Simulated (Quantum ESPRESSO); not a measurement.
# AlN (P6_3mc) in Quantum ESPRESSO: phonons with LDA

Aim: the phonons of AlN with LDA.

Program: Quantum ESPRESSO 7.5. These are calculated values, not measurements. Logs are shortened: lines on timing, memory, paths and dates and some standing lists are left out, and cuts for length are marked.

**Experimental background.**

“Structural and optical properties of self-assembled AlN nanowires grown on SiO2/Si substrates by molecular beam epitaxy”, 2024, arxiv:2402.00216 quotes, for a bulk crystal of AlN at 0 K: band gap 6.0343 eV (an exciton energy, a little under the gap).

The runs below are set against these values where they give the same quantity.

### 1 The structure

The structure is hexagonal, space group P6_3mc (No. 186). Conventional cell: a = 3.119 Å, b = 3.119 Å, c = 4.975 Å, α = 90.00°, β = 90.00°, γ = 120.00°. Al (site symmetry 3m) is surrounded by 4 N at 1.89 to 1.90 Å. N (site symmetry 3m) has 4 Al at 1.89 to 1.90 Å as nearest neighbours.

### 2 Phonons, LDA

The input, pw.in:

```
&CONTROL
  calculation = 'scf'
  prefix = 'pwscf'
  outdir = './tmp'
  pseudo_dir = './pseudo'
  tprnfor = .true.
  tstress = .true.
  disk_io = 'low'
/
&SYSTEM
  ibrav = 0
  celldm(1) = 8
  nat = 4
  ntyp = 2
  ecutwfc = 84
  nbnd = 14
  occupations = 'smearing'
  smearing = 'fd'
  degauss = 0.00367493
/
&ELECTRONS
  conv_thr = 8d-10
  electron_maxstep = 120
  mixing_beta = 0.5
/
ATOMIC_SPECIES
Al    26.9815 Al.upf
N     14.0070 N.upf
CELL_PARAMETERS alat
  0.7368103576015   0.0000000000000   0.0000000000000
 -0.3684051788007   0.6380964874589   0.0000000000000
  0.0000000000000   0.0000000000000   1.1751609472069
ATOMIC_POSITIONS crystal
Al     0.3333333333    0.6666666667    0.0000000000
Al     0.6666666667    0.3333333333    0.5000000000
N      0.3333333333    0.6666666667    0.3800000000
N      0.6666666667    0.3333333333    0.8800000000
K_POINTS automatic
8 8 5 0 0 0
```

The input, relax.in:

```
&CONTROL
  calculation = 'relax'
  prefix = 'pwscf'
  outdir = './tmp'
  pseudo_dir = './pseudo'
  tprnfor = .true.
  tstress = .true.
  disk_io = 'low'
  nstep = 40
  forc_conv_thr = 0.0001
  etot_conv_thr = 1d-06
/
&SYSTEM
  ibrav = 0
  celldm(1) = 8
  nat = 4
  ntyp = 2
  ecutwfc = 84
  nbnd = 14
  occupations = 'smearing'
  smearing = 'fd'
  degauss = 0.00367493
/
&ELECTRONS
  conv_thr = 8d-10
  electron_maxstep = 120
  mixing_beta = 0.5
/
&IONS
  ion_dynamics = 'bfgs'
/
ATOMIC_SPECIES
Al    26.9815 Al.upf
N     14.0070 N.upf
CELL_PARAMETERS alat
  0.7368103576015   0.0000000000000   0.0000000000000
 -0.3684051788007   0.6380964874589   0.0000000000000
  0.0000000000000   0.0000000000000   1.1751609472069
ATOMIC_POSITIONS crystal
Al     0.3333333333    0.6666666667    0.0000000000
Al     0.6666666667    0.3333333333    0.5000000000
N      0.3333333333    0.6666666667    0.3800000000
N      0.6666666667    0.3333333333    0.8800000000
K_POINTS automatic
8 8 5 0 0 0
```

The input, scf2.in:

```
&CONTROL
  calculation = 'scf'
  prefix = 'pwscf'
  outdir = './tmp'
  pseudo_dir = './pseudo'
  tprnfor = .true.
  tstress = .true.
  disk_io = 'low'
/
&SYSTEM
  ibrav = 0
  celldm(1) = 8
  nat = 4
  ntyp = 2
  ecutwfc = 84
  nbnd = 14
  occupations = 'fixed'
/
&ELECTRONS
  conv_thr = 1d-13
  electron_maxstep = 120
  mixing_beta = 0.5
  startingpot = 'file'
  startingwfc = 'file'
/
ATOMIC_SPECIES
Al    26.9815 Al.upf
N     14.0070 N.upf
CELL_PARAMETERS alat
  0.7368103576090   0.0000000000000   0.0000000000000
 -0.3684051788045   0.6380964874609   0.0000000000000
  0.0000000000000   0.0000000000000   1.1751609471973
ATOMIC_POSITIONS crystal
Al     0.3333333334    0.6666666668   -0.0011902429
Al     0.6666666668    0.3333333334    0.4988097571
N      0.3333333334    0.6666666668    0.3811902429
N      0.6666666668    0.3333333334    0.8811902429
K_POINTS automatic
8 8 5 0 0 0
```

The input, ph.in:

```
phonons of AlN
&INPUTPH
  prefix = 'pwscf'
  outdir = './tmp'
  tr2_ph = 1d-18
  fildyn = 'dyn'
  niter_ph = 90
  alpha_mix(1) = 0.7
  epsil = .true.
/
0.0000000000 0.0000000000 0.0000000000
```

The input, dynmat.in:

```
&INPUT
  fildyn = 'dyn'
  asr = 'crystal'
  lperm = .true.
  filout = 'dynmat.disp'
  fileig = 'dynmat.eig'
/
```

The input, dynmat_lo.in:

```
&INPUT
  fildyn = 'dyn'
  asr = 'crystal'
  filout = 'dynmat_lo.disp'
  fileig = 'dynmat_lo.eig'
  q(1) = 0
  q(2) = 0
  q(3) = 1
/
```

Potentials or basis: PseudoDojo 0.4.1 SR LDA standard.

The run is started by

```console
$ OMP_NUM_THREADS=1 mpirun -n 2 pw.x -nk 2 -in pw.in > pw.out
$ OMP_NUM_THREADS=1 mpirun -n 2 pw.x -nk 2 -in relax.in > relax.out
$ OMP_NUM_THREADS=1 mpirun -n 2 pw.x -nk 2 -in scf2.in > scf2.out
$ OMP_NUM_THREADS=1 mpirun -n 2 ph.x -nk 2 -in ph.in > ph.out
$ OMP_NUM_THREADS=1 mpirun -n 1 dynmat.x -in dynmat.in > dynmat.out
$ OMP_NUM_THREADS=1 mpirun -n 1 dynmat.x -in dynmat_lo.in > dynmat_lo.out
```

pw.out:

```text
This program is part of the open-source Quantum ESPRESSO suite
     for quantum simulation of materials; please cite
[... 6 lines left out ...]
     using ibrav=0 with symmetry is DISCOURAGED, use correct ibrav instead

     K-points division:     npool     =       2
     Subspace diagonalization in iterative solution of the eigenvalue problem:
     a serial algorithm will be used

     G-vector sticks info
     --------------------
     sticks:   dense  smooth     PW     G-vecs:    dense   smooth      PW
     Sum         805     805    241                29443    29443    4661

     Using Slab Decomposition

     bravais-lattice index     =            0
     lattice parameter (alat)  =       8.0000  a.u.
     unit-cell volume          =     282.8847 (a.u.)^3
     number of atoms/cell      =            4
     number of atomic types    =            2
     number of electrons       =        16.00
     number of Kohn-Sham states=           14
     kinetic-energy cutoff     =      84.0000  Ry
     charge density cutoff     =     336.0000  Ry
     scf convergence threshold =      8.0E-10
     mixing beta               =       0.5000
     number of iterations used =            8  plain     mixing
     Exchange-correlation= SLA  PW   NOGX NOGC
                           (   1   4   0   0   0   0   0)

     celldm(1)=   8.000000  celldm(2)=   0.000000  celldm(3)=   0.000000
     celldm(4)=   0.000000  celldm(5)=   0.000000  celldm(6)=   0.000000

     crystal axes: (cart. coord. in units of alat)
               a(1) = (   0.736810   0.000000   0.000000 )
               a(2) = (  -0.368405   0.638096   0.000000 )
               a(3) = (   0.000000   0.000000   1.175161 )

     reciprocal axes: (cart. coord. in units 2 pi/alat)
               b(1) = (  1.357201  0.783581 -0.000000 )
               b(2) = (  0.000000  1.567161  0.000000 )
               b(3) = (  0.000000 -0.000000  0.850947 )

     PseudoPot. # 1 for Al read from file:
     Al.upf
     Pseudo is Norm-conserving + core correction, Zval =  3.0
     Generated using ONCVPSP code by D. R. Hamann
     Using radial grid of 1854 points,  6 beta functions with:
                l(1) =   0
                l(2) =   0
                l(3) =   1
                l(4) =   1
                l(5) =   2
                l(6) =   2

     PseudoPot. # 2 for N  read from file:
     N.upf
     Pseudo is Norm-conserving + core correction, Zval =  5.0
     Generated using ONCVPSP code by D. R. Hamann
     Using radial grid of 1058 points,  4 beta functions with:
                l(1) =   0
                l(2) =   0
                l(3) =   1
                l(4) =   1

     atomic species   valence    mass     pseudopotential
     Al                3.00    26.98150     Al( 1.00)
     N                 5.00    14.00700     N ( 1.00)

     12 Sym. Ops. (no inversion) found ( 6 have fractional translation)

   Cartesian axes

     site n.     atom                  positions (alat units)
         1        Al     tau(   1) = (  -0.0000000   0.4253977   0.0000000  )
         2        Al     tau(   2) = (   0.3684052   0.2126988   0.5875805  )
         3        N      tau(   3) = (  -0.0000000   0.4253977   0.4465612  )
         4        N      tau(   4) = (   0.3684052   0.2126988   1.0341416  )

     number of k points=    30  Fermi-Dirac smearing, width (Ry)=  0.0037
                       cart. coord. in units 2pi/alat
        k(    1) = (   0.0000000   0.0000000   0.0000000), wk =   0.0062500
        k(    2) = (   0.0000000   0.0000000   0.1701895), wk =   0.0125000
        k(    3) = (   0.0000000   0.0000000   0.3403789), wk =   0.0125000
        k(    4) = (   0.0000000   0.1958951   0.0000000), wk =   0.0375000
        k(    5) = (   0.0000000   0.1958951   0.1701895), wk =   0.0750000
        k(    6) = (   0.0000000   0.1958951   0.3403789), wk =   0.0750000
[... 22 lines left out ...]
        k(   29) = (   0.3393003   0.7835806   0.1701895), wk =   0.0750000
        k(   30) = (   0.3393003   0.7835806   0.3403789), wk =   0.0750000

     Dense  grid:    29443 G-vectors     FFT dimensions: (  36,  36,  60)

     Initial potential from superposition of free atoms

     starting charge      15.9956, renormalised to      16.0000
     Starting wfcs are   16 randomized atomic wfcs

     Self-consistent Calculation

     iteration #  1     ecut=    84.00 Ry     beta= 0.50
     Davidson diagonalization with overlap
     ethr =  1.00E-02,  avg # of iterations =  4.0

     total energy              =     -51.00881123 Ry
     estimated scf accuracy    <       1.19954432 Ry

     iteration #  2     ecut=    84.00 Ry     beta= 0.50
     Davidson diagonalization with overlap
     ethr =  7.50E-03,  avg # of iterations =  2.0

     total energy              =     -51.34927474 Ry
     estimated scf accuracy    <       0.16085040 Ry

     iteration #  3     ecut=    84.00 Ry     beta= 0.50
     Davidson diagonalization with overlap
     ethr =  1.01E-03,  avg # of iterations =  1.6

     total energy              =     -51.36991096 Ry
     estimated scf accuracy    <       0.01008071 Ry

     iteration #  4     ecut=    84.00 Ry     beta= 0.50
     Davidson diagonalization with overlap
     ethr =  6.30E-05,  avg # of iterations =  6.2

     total energy              =     -51.37265068 Ry
     estimated scf accuracy    <       0.00626513 Ry

     iteration #  5     ecut=    84.00 Ry     beta= 0.50
     Davidson diagonalization with overlap
     ethr =  3.92E-05,  avg # of iterations =  1.4
[... 8 lines left out ...]
     total energy              =     -51.37291333 Ry
     estimated scf accuracy    <       0.00001021 Ry

     iteration #  7     ecut=    84.00 Ry     beta= 0.50
     Davidson diagonalization with overlap
     ethr =  6.38E-08,  avg # of iterations =  3.4

     total energy              =     -51.37291596 Ry
     estimated scf accuracy    <       0.00000442 Ry

     iteration #  8     ecut=    84.00 Ry     beta= 0.50
     Davidson diagonalization with overlap
     ethr =  2.76E-08,  avg # of iterations =  1.4

     total energy              =     -51.37291621 Ry
     estimated scf accuracy    <       0.00000037 Ry

     iteration #  9     ecut=    84.00 Ry     beta= 0.50
     Davidson diagonalization with overlap
     ethr =  2.34E-09,  avg # of iterations =  2.3

     End of self-consistent calculation

          k = 0.0000 0.0000 0.0000 (  3681 PWs)   bands (ev):

    -8.2072  -5.9787   0.7621   5.9158   5.9158   6.5826   6.5826   6.7742
    10.9973  13.2721  17.2281  17.7113  17.7113  19.7487

          k = 0.0000 0.0000 0.1702 (  3687 PWs)   bands (ev):

    -8.0510  -6.2864   1.3032   5.9610   5.9761   5.9761   6.5155   6.5155
    11.6425  13.3716  16.9900  17.6777  17.6778  18.6877

          k = 0.0000 0.0000 0.3404 (  3706 PWs)   bands (ev):

    -7.6050  -6.9513   2.6444   4.3344   6.1372   6.1372   6.3433   6.3433
    12.7364  13.3859  16.7509  17.3548  17.8204  17.8207

          k = 0.0000 0.1959 0.0000 (  3687 PWs)   bands (ev):

    -8.0069  -5.8670   0.9972   5.0424   5.6699   5.7668   6.5453   6.6812
    11.8103  13.9960  16.4180  16.6747  18.2591  19.1391

          k = 0.0000 0.1959 0.1702 (  3686 PWs)   bands (ev):

    -7.8546  -6.1562   1.4859   5.0987   5.3874   5.7456   6.4098   6.4528
    12.2277  14.0748  16.0814  16.6990  18.1740  18.5775

          k = 0.0000 0.1959 0.3404 (  3692 PWs)   bands (ev):

    -7.4210  -6.7899   2.6812   4.1070   5.5096   5.9451   5.9510   6.2205
    13.1073  13.9058  15.8683  16.4121  18.1619  18.2823
[... 11 lines left out ...]
          k = 0.0000 0.3918 0.3404 (  3693 PWs)   bands (ev):

    -6.9171  -6.3641   2.4255   3.1201   4.6799   5.5632   5.6543   5.9240
    12.9078  13.5814  15.7389  16.3940  17.9193  18.5791

          k = 0.0000 0.5877 0.0000 (  3675 PWs)   bands (ev):

    -6.6825  -5.4172   1.8678   2.6632   3.1298   4.8178   5.6143   6.1857
    12.7207  13.0079  14.7315  16.8999  17.7810  18.5964

          k = 0.0000 0.5877 0.1702 (  3674 PWs)   bands (ev):

    -6.5729  -5.5486   1.5609   2.5695   3.5699   4.9265   5.8234   6.0263
    12.2396  12.9690  15.4598  16.5626  18.1432  18.1850

          k = 0.0000 0.5877 0.3404 (  3678 PWs)   bands (ev):

    -6.2748  -5.8834   1.5154   1.9253   4.7499   5.2286   5.6446   5.6808
    12.0794  12.6861  15.7849  16.4830  18.0143  18.5707

          k = 0.0000-0.7836 0.0000 (  3682 PWs)   bands (ev):

    -6.1913  -5.4687   1.3178   2.6204   3.4082   4.6756   4.9758   6.1033
    12.4377  12.5027  14.8531  16.9198  17.5180  18.7530

          k = 0.0000-0.7836 0.1702 (  3670 PWs)   bands (ev):

    -6.1146  -5.5247   1.1188   2.1128   3.9550   4.7880   5.4330   5.9350
    11.9149  12.5268  15.7780  16.2325  17.9667  18.8846

          k = 0.0000-0.7836 0.3404 (  3682 PWs)   bands (ev):

    -5.9179  -5.6892   1.0284   1.3902   4.9781   5.1012   5.5346   5.6696
    11.7173  12.3376  15.6629  16.2923  18.0195  18.7129

          k = 0.1697 0.2938 0.0000 (  3693 PWs)   bands (ev):

    -7.6257  -5.6779   1.4535   4.1033   4.3058   5.5318   6.2339   6.4602
    12.8208  14.8686  15.3319  15.6063  18.1120  18.5802

          k = 0.1697 0.2938 0.1702 (  3691 PWs)   bands (ev):

    -7.4820  -5.9286   1.7972   4.1321   4.3272   5.3768   6.1063   6.3703
    12.9125  14.7165  15.2647  15.7968  18.0221  18.7663

          k = 0.1697 0.2938 0.3404 (  3688 PWs)   bands (ev):

    -7.0759  -6.4950   2.6004   3.4888   4.9339   5.3592   5.8231   5.9026
    13.3120  14.0150  15.6296  16.0018  17.9305  18.4436

          k = 0.1697 0.4897 0.0000 (  3690 PWs)   bands (ev):

    -6.9526  -5.4447   2.2968   2.6195   3.3600   4.7591   5.8504   5.9412
    13.4376  13.7002  14.8418  16.4481  17.4893  18.2777

          k = 0.1697 0.4897 0.1702 (  3682 PWs)   bands (ev):

    -6.8303  -5.6158   1.9889   2.8623   3.6788   4.6747   5.6358   6.1290
    13.0296  13.7662  15.1208  16.5678  17.5133  18.3270

          k = 0.1697 0.4897 0.3404 (  3673 PWs)   bands (ev):
[... 29 lines left out ...]
          k = 0.3393 0.5877 0.3404 (  3671 PWs)   bands (ev):

    -5.9739  -5.6875   1.7870   1.9199   3.5958   4.0663   5.4017   6.0149
    13.1979  13.5144  15.4905  15.8951  17.9137  18.1498

          k = 0.3393 0.7836 0.0000 (  3664 PWs)   bands (ev):

    -5.8421  -5.5049   1.8211   2.9879   3.1433   3.9693   4.6083   4.7327
    11.8718  14.6801  16.0346  16.5078  17.7066  18.4305

          k = 0.3393 0.7836 0.1702 (  3668 PWs)   bands (ev):

    -5.7956  -5.5200   1.7826   2.4833   2.8169   4.2797   4.7422   5.3293
    12.3268  14.5914  15.4533  15.9552  17.9966  18.3103

          k = 0.3393 0.7836 0.3404 (  3661 PWs)   bands (ev):

    -5.6856  -5.5785   1.6742   1.8781   2.9970   3.6049   5.6973   5.9500
    13.1667  13.9781  15.0432  15.3145  18.1417  18.2219

     the Fermi energy is     9.3903 ev

!    total energy              =     -51.37291632 Ry
     estimated scf accuracy    <          2.7E-10 Ry
     smearing contrib. (-TS)   =      -0.00000000 Ry
     internal energy E=F+TS    =     -51.37291632 Ry

     The total energy is F=E-TS. E is the sum of the following terms:
     one-electron contribution =      -2.19734570 Ry
     hartree contribution      =      11.24668403 Ry
     xc contribution           =     -16.97761997 Ry
     ewald contribution        =     -43.44463468 Ry

     convergence has been achieved in   9 iterations

     Forces acting on atoms (cartesian axes, Ry/au):

     atom    1 type  1   force =    -0.00000000   -0.00000000   -0.00577456
     atom    2 type  1   force =     0.00000000   -0.00000000   -0.00577456
     atom    3 type  2   force =    -0.00000000    0.00000000    0.00577456
     atom    4 type  2   force =     0.00000000    0.00000000    0.00577456

     Total force =     0.011549     Total SCF correction =     0.000002

     Computing stress (Cartesian axis) and pressure

          total   stress  (Ry/bohr**3)                   (kbar)     P=      -63.84
  -0.00050344   0.00000000   0.00000000          -74.06        0.00        0.00
   0.00000000  -0.00050344   0.00000000            0.00      -74.06        0.00
   0.00000000   0.00000000  -0.00029512            0.00        0.00      -43.41

=------------------------------------------------------------------------------=
   JOB DONE.
=------------------------------------------------------------------------------=
```

It took 4.5 min on 2 MPI ranks of AMD EPYC 7R43 (Zen 3), shared host; peak memory 0.2 GiB.

Results:

| Item | Value |
| --- | --- |
| Free energy | -698.9659 eV |
| Pressure after relaxing | -6.4 GPa |
| Band gap on the k mesh | 4.19 eV, direct |
| Electronic dielectric tensor (diagonal) | 4.41, 4.41, 4.61 |
| Born charges (mean of the diagonal) | Al +2.57; N -2.57 e |
| Highest phonon frequency at Γ, LO-TO splitting left out | 712 cm⁻¹ |
| Static dielectric tensor (diagonal) | 8.21, 8.21, 9.71 |

Step by step:
```tsv
step	energy change (eV)	largest force (eV/Å)	pressure (GPa)
1	0.0000	0.1485	-6.38
2	-0.0013	0.0707	-6.41
3	-0.0017	0.0021	-6.44
4	-0.0017	0.0000	-6.44
```

Final structure:
```cif
data_structure
_symmetry_space_group_name_H-M 'P 1'
_symmetry_Int_Tables_number 1
_cell_length_a 3.1192
_cell_length_b 3.1192
_cell_length_c 4.9749
_cell_angle_alpha 90.000
_cell_angle_beta 90.000
_cell_angle_gamma 120.000
_cell_volume 41.92
loop_
_atom_site_label
_atom_site_type_symbol
_atom_site_fract_x
_atom_site_fract_y
_atom_site_fract_z
_atom_site_occupancy
Al1 Al 0.33333 0.66667 0.99881 1
Al2 Al 0.66667 0.33333 0.49881 1
N1 N 0.33333 0.66667 0.38119 1
N2 N 0.66667 0.33333 0.88119 1
```

Levels at points of the mesh, in eV from the valence-band top:
| k point | band 5 | band 6 | band 7 | band 8 | band 9 | band 10 | band 11 | band 12 |
| --- | --- | --- | --- | --- | --- | --- | --- | --- |
| (0.00, 0.00, 0.00) | -0.91 | -0.25 | -0.25 | 0.00 | 4.19 | 6.47 | 10.44 | 10.89 |
| (0.00, -0.50, 0.00) | -3.39 | -2.15 | -1.81 | -0.72 | 5.63 | 5.71 | 8.04 | 10.10 |

Phonon frequencies in cm⁻¹ (negative: imaginary):
| q point | frequencies |
| --- | --- |
| (0.000, 0.000, 0.000) | -1 -1 -1 243 243 537 598 637 637 651 651 712 |

Electronic dielectric tensor:
```
4.41 0.00 0.00
0.00 4.41 0.00
0.00 0.00 4.61
```

Born effective charge tensors (e):
atom 1, Al
```
2.51 0.00 0.00
0.00 2.51 0.00
0.00 0.00 2.68
```
atom 2, Al
```
2.51 0.00 0.00
0.00 2.51 0.00
0.00 0.00 2.68
```
atom 3, N
```
-2.52  0.00  0.00
 0.00 -2.52  0.00
 0.00  0.00 -2.68
```
atom 4, N
```
-2.52  0.00  0.00
 0.00 -2.52  0.00
 0.00  0.00 -2.68
```

Optical modes at Γ, degenerate ones joined, polar ones without the macroscopic field:
```
cm⁻¹  components  symmetry     active in  IR intensity, summed ((D/Å)²/amu)
 243           2        E2         Raman                               0.00
 537           1        B1        silent                               0.00
 598           1        A1  IR and Raman                              35.82
 637           2        E2         Raman                               0.00
 651           2        E1  IR and Raman                              63.28
 712           1        B1        silent                               0.00
```

Zone-centre frequencies without and with the macroscopic field along z (cm⁻¹):
```csv
,optical modes in rising order
without,243 243 537 598 637 637 651 651 712
with the field,243 243 537 637 637 651 651 712 867
```

Static dielectric tensor, electrons and zone-centre modes:
```
8.21 0.00 0.00
0.00 8.21 0.00
0.00 0.00 9.71
```

Caveat: the cell is more than 3 GPa from zero pressure, which shifts response properties; on a mesh that holds Γ this program's dielectric tensor can be off by some percent beyond the error of the mesh.

### 3 Against experiment

Step 2. Measured gap of AlN: 6.0343 eV (an exciton energy, a little under the gap; 0 K; quoted in “Structural and optical properties of self-assembled AlN nanowires grown on SiO2/Si substrates by molecular beam epitaxy”, 2024, arxiv:2402.00216). This calculation gives 4.19 eV (-1.85 eV). 2 values of this kind are on record (6.034 to 6.0343 eV); this one was drawn at random. The value is that of LDA, without temperature or zero-point motion. Semilocal functionals fall short of measured gaps as a rule.
